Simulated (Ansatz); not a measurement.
# F (fcc type): how the settings move a single-point run

Question: which choices in the input matter for F (fcc type)?

Method: reference: DFT, LDA, all-electron PAW with datasets made for the crystal, scalar-relativistic, in Ansatz 0.2.0.

## 1. Starting point

It takes space group Fm-3m (No. 225, cubic). The conventional cell has a = 2.377 Å, b = 2.377 Å, c = 2.377 Å, α = 90.00°, β = 90.00°, γ = 90.00°. F (site symmetry m-3m) is surrounded by 12 F at 1.68 Å.

Structure file:

```
F
1.0
     0.00000    1.18872    1.18872
     1.18872    0.00000    1.18872
     1.18872    1.18872    0.00000
F
1
Direct
  0.00000 0.00000 0.00000
```

## 2. Baseline

input.yaml reads:

```yaml
crystal:
  lattice:
    - [0.0, 1.1887163893, 1.1887163893]
    - [1.1887163893, 0.0, 1.1887163893]
    - [1.1887163893, 1.1887163893, 0.0]
  atoms:
    - { symbol: F, position: [0.0, 0.0, 0.0] }
kpoints:
  mp_grid: { grid: [17, 17, 17] }
scf:
  occupations: { method: fermi_dirac, width: 0.05 }
hamiltonian:
  xc: lda
  pseudopotentials: { kind: all_electron, datasets: crystal }
output:
  forces: true
  stress: true
  eigenvalues: true
```

Launch:

```
$ ansatz run input.yaml --threads 1 --pin off --max-ram 2048MiB --backend cpu --events-out ev --progress --plain --runs-dir out
```

## 3. Changed: symmetry.detect false, occupations.width 0.3

input.yaml, as its differences from that of step 2:

```diff
@@ -7,2 +7,3 @@
     - { symbol: F, position: [0.0, 0.0, 0.0] }
+  symmetry: { detect: false }
 kpoints:
@@ -10,3 +11,3 @@
 scf:
-  occupations: { method: fermi_dirac, width: 0.05 }
+  occupations: { method: fermi_dirac, width: 0.3 }
 hamiltonian:
```

## 4. Changed: symmetry.detect false

input.yaml, as its differences from that of step 2:

```diff
@@ -7,2 +7,3 @@
     - { symbol: F, position: [0.0, 0.0, 0.0] }
+  symmetry: { detect: false }
 kpoints:
```

Q: Predict the outcome of this session. Wanted: for each run, ending; energy change; pressure; gap; force.

As calculated:

| run | ending | energy change | pressure (GPa) | gap (eV) | force (eV/Å) | cycles | time |
| --- | --- | --- | --- | --- | --- | --- | --- |
| reference | converged | 0 | 833.9 | 0.00 | 0.00 | 6 | 3.4 s |
| 1: symmetry.detect false, occupations.width 0.3 | converged | -0.7 meV/atom (σ→0) | 838.4 | 0.00 | 0.00 | 6 | 68 s |
| 2: symmetry.detect false | converged | 0.0 meV/atom | 833.9 | 0.00 | 0.00 | 6 | 83 s |

Residual by cycle in the longest SCF loop of each run; runs are numbered as in the table. The quantity is the density residual dr2, in eV.

| cycle | reference | run 1 | run 2 |
| --- | --- | --- | --- |
| 1 | 0.54 | 0.548 | 0.54 |
| 2 | 0.0233 | 0.0235 | 0.0233 |
| 3 | 2.5e-4 | 2.5e-4 | 2.5e-4 |
| 4 | 5.4e-7 | 5.7e-7 | 5.4e-7 |
| 5 | 1.3e-7 | 1.4e-7 | 1.3e-7 |
| 6 | 2.2e-9 | 2.3e-9 | 2.2e-9 |

**Reading.** The structure is not at rest: the sound run finds 834 GPa, so these are no properties of the relaxed crystal. 
